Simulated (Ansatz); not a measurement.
# C3H9B: a ladder of functionals and wavefunction methods

One table from this session's results is given with a row withheld; the runs are named, their logs left out.

The runs use Ansatz 0.2.0, Gaussian basis; functionals in def2-TZVPP, the program's frozen cores in correlated methods.

Levels to be run: LDA (SPW92), PBE-D4, revPBE-D4, BLYP-D4, r2SCAN-D4, B97M-V, PBE0-D4, B3LYP-D4, r2SCANh-D4, r2SCAN0-D4, HSE06-D4, BHLYP-D4, CAM-B3LYP-D4, LC-ωPBE, ωB97X-V, ωB97M-V, B2PLYP, PBE-QIDH; CCSD(T)/def2-SVP; CCSD(T)/def2-TZVPP; MP2/def2-QZVPP; extrapolation to the limit; RPA on PBE.

### The geometry

An earlier PBE0-D4 in a triple-zeta def2 set relaxation fixed the geometry.

13 atoms, charge 0, spin multiplicity 1.

Atoms are counted from 1 here; the program's logs count them from 0.

Bond lengths: B1–C2 1.546 Å, B1–H5 1.199 Å, B1–H6 1.199 Å, C2–C3 1.524 Å, C2–C4 1.524 Å, C2–H7 1.119 Å, C3–H8 1.094 Å, C3–H9 1.092 Å, C3–H10 1.094 Å, C4–H11 1.094 Å, C4–H12 1.092 Å, C4–H13 1.094 Å. Angles: C2–B1–H5 120.5°, C2–B1–H6 120.5°, H5–B1–H6 118.7°, B1–C2–C3 116.9°, B1–C2–C4 116.9°, B1–C2–H7 93.7°, C3–C2–C4 112.3°, C3–C2–H7 107.1°, C4–C2–H7 107.1°, C2–C3–H8 110.4°, C2–C3–H9 111.7°, C2–C3–H10 111.6°, H8–C3–H9 107.5°, H8–C3–H10 107.2°, H9–C3–H10 108.2°, C2–C4–H11 111.6°, C2–C4–H12 111.7°, C2–C4–H13 110.4° and more.

The first run:

Input file in.yaml:

```yaml
crystal:
  periodic: [false, false, false]
  atoms:
    - {symbol: B, position_ang: [-1.185477, 1.115554, -0.047223]}
    - {symbol: C, position_ang: [0.028787, 0.173530, -0.214460]}
    - {symbol: C, position_ang: [1.131342, 0.275852, 0.833340]}
    - {symbol: C, position_ang: [-0.266121, -1.269894, -0.606299]}
    - {symbol: H, position_ang: [-2.216948, 0.885422, -0.614562]}
    - {symbol: H, position_ang: [-1.078067, 2.145149, 0.558715]}
    - {symbol: H, position_ang: [0.398804, 0.694810, -1.133337]}
    - {symbol: H, position_ang: [0.819098, -0.205745, 1.764551]}
    - {symbol: H, position_ang: [1.372094, 1.315232, 1.065414]}
    - {symbol: H, position_ang: [2.048199, -0.222010, 0.504237]}
    - {symbol: H, position_ang: [0.634207, -1.786015, -0.952467]}
    - {symbol: H, position_ang: [-1.017564, -1.327953, -1.396294]}
    - {symbol: H, position_ang: [-0.647954, -1.828532, 0.253185]}
basis:
  gaussian: {orbitals: def2-TZVPP}
hamiltonian: {xc: lda}
output: {orbitals: {seedname: orbitals}}
```

Steps of the session up to this table: LDA; PBE-D4 (GGA); revPBE-D4 (GGA); BLYP-D4 (GGA); r2SCAN-D4 (meta-GGA); B97M-V (meta-GGA); PBE0-D4 (hybrid); B3LYP-D4 (hybrid); r2SCANh-D4 (hybrid); r2SCAN0-D4 (hybrid); HSE06-D4 (hybrid); BHLYP-D4 (hybrid); CAM-B3LYP-D4 (range-separated); LC-ωPBE-D4 (range-separated; the results give it without D4); ωB97X-V (range-separated); ωB97M-V (range-separated); B2PLYP (double hybrid); PBE-QIDH (double hybrid).

One of the session's tables, all rows but one given; the rest of the session is left out.

It belongs to the step «Orbital energies across the functionals». 

```
  functional  HOMO (eV)  gap (eV)
 LDA (SPW92)      -7.07      4.58
      PBE-D4      -7.01      4.80
   revPBE-D4      -6.98      4.88
     BLYP-D4      -6.94      4.87
   r2SCAN-D4      -7.27      5.49
      B97M-V      -7.43      5.49
     PBE0-D4      -8.34      7.15
    B3LYP-D4      -8.17      6.73
  r2SCANh-D4      -7.76      6.33
  r2SCAN0-D4      -8.51      7.57
    HSE06-D4      -7.94      6.36
    BHLYP-D4          ?         ?
CAM-B3LYP-D4      -9.78      9.64
     LC-ωPBE     -11.11     12.22
     ωB97X-V     -10.77     11.75
     ωB97M-V     -10.65     11.32
```

Q: Estimate the row for BHLYP-D4 from the others.

Worked estimate for «HOMO (eV)». Against the share of exact exchange, BLYP-D4 (0, -6.94), B3LYP-D4 (0.2, -8.17) give a slope of -6.15 per unit share; at 0.5 the line stands at -10.01.

**Answer.** HOMO (eV): -9.64; gap (eV): 9.45. In «HOMO (eV)» the line misses by -0.37.
